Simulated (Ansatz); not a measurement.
# MoOF4: small, medium and large basis sets

How large a basis does MoOF4 need? Two functionals are run in growing sets.

Computed with Ansatz 0.2.0, Gaussian basis. Level: one geometry, several basis sets.

The runs, in order: PBE0-D4/def2-SVP; ωB97M-V/def2-SVP; PBE0-D4/def2-QZVPP; ωB97M-V/def2-QZVPP; the functionals' def2-TZVPP values are taken from earlier runs.

### Step 1. The relaxed structure

All runs share one geometry, relaxed beforehand with PBE0-D4 in a triple-zeta def2 set. Mo takes the def2 core potential; no spin-orbit term is included.

SMILES `[O]=[Mo]([F])([F])([F])[F]`, 6 atoms, charge 0, spin multiplicity 1.

Atoms are counted from 1 here; the program's logs count them from 0.

Bond lengths: O1–Mo2 1.668 Å, Mo2–F3 1.807 Å, Mo2–F4 1.807 Å, Mo2–F5 1.807 Å, Mo2–F6 1.904 Å. Angles: O1–Mo2–F3 94.2°, O1–Mo2–F4 94.3°, O1–Mo2–F5 94.2°, O1–Mo2–F6 179.9°, F3–Mo2–F4 119.4°, F3–Mo2–F5 119.5°, F3–Mo2–F6 85.8°, F4–Mo2–F5 119.4°, F4–Mo2–F6 85.8°, F5–Mo2–F6 85.8°.

Coordinates:

```xyz
6
F4MoO
O     1.37983   -0.50829   -1.01438
Mo    0.08892   -0.04028   -0.06807
F    -0.38136   -1.73187    0.36059
F    -0.76698    0.80481   -1.41687
F     1.10553    0.91866    1.07795
F    -1.38384    0.49297    1.01469
```

### Step 2. PBE0-D4 in def2-SVP

in.yaml reads:

```yaml
crystal:
  periodic: [false, false, false]
  atoms:
    - {symbol: O, position_ang: [1.379831, -0.508289, -1.014383]}
    - {symbol: Mo, position_ang: [0.088922, -0.040278, -0.068074]}
    - {symbol: F, position_ang: [-0.381363, -1.731872, 0.360586]}
    - {symbol: F, position_ang: [-0.766978, 0.804809, -1.416870]}
    - {symbol: F, position_ang: [1.105528, 0.918663, 1.077953]}
    - {symbol: F, position_ang: [-1.383841, 0.492968, 1.014688]}
basis:
  gaussian: {orbitals: def2-SVP}
hamiltonian: {xc: pbe0, dispersion: d4}
output: {orbitals: {seedname: orbitals}}
```

Launch:

```sh
$ ansatz run in.yaml --threads 4 --pin off --events-out ev --progress --plain --max-ram 10444MiB
```

After this run come: ωB97M-V in def2-SVP; PBE0-D4 in def2-QZVPP; ωB97M-V in def2-QZVPP.

Q: Predict the results of all the runs planned. Wanted: PBE0-D4: double and triple zeta above quadruple; ωB97M-V: double and triple zeta above quadruple.

As calculated:

| quantity | value |
| --- | --- |
| PBE0-D4: double and triple zeta above quadruple | 17.62, 0.82 eV |
| ωB97M-V: double and triple zeta above quadruple | 17.94, 0.78 eV |

In words: PBE0-D4 gains 16.81 eV from double to triple zeta, then 0.82 eV more. Total energies overstate the basis error of differences, where much of it tends to cancel.
